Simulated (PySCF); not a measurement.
# AsFH6Si2: the cost of one run

Computed with PySCF 2.14.0 and routines of our own; the level stands in each step. Atoms count from 0.

## (1) The starting structure

10 atoms, charge 0, multiplicity 1; geometry from: GFN2-xTB.

## (2) Geometry optimisation at PBE0-D3(BJ)/def2-SVP

The job: settings as JSON, then the geometry in Å.

```
{"job": {"xc": "PBE0", "basis": "def2-SVP", "d3": "d3bj", "grid": 1, "maxiter": 30, "shake": 0.01, "kind": "geom"}, "charge": 0, "multiplicity": 1}
F      2.033750     1.418220    -0.077940
Si     1.734670    -0.155630     0.008540
As    -0.118390    -0.492180    -1.350060
Si    -1.675400     0.394070     0.087530
H      2.981370    -0.736380    -0.508160
H      1.644910    -0.369640     1.452350
H     -0.286320    -1.903020    -0.844220
H     -3.031900     0.028860    -0.396570
H     -1.621170     1.861260     0.111640
H     -1.611070    -0.066470     1.495830
```

Run with:

```bash
$ OMP_NUM_THREADS=1 python heavy_run.py task.json out
```

The driver reads the jobs from task.json and runs them one after another.

Q: Estimate the wall time and peak memory of this first job on 1 thread of Arm Neoverse V1, shared host.

About 30 s, with a peak of 0.46 GiB.
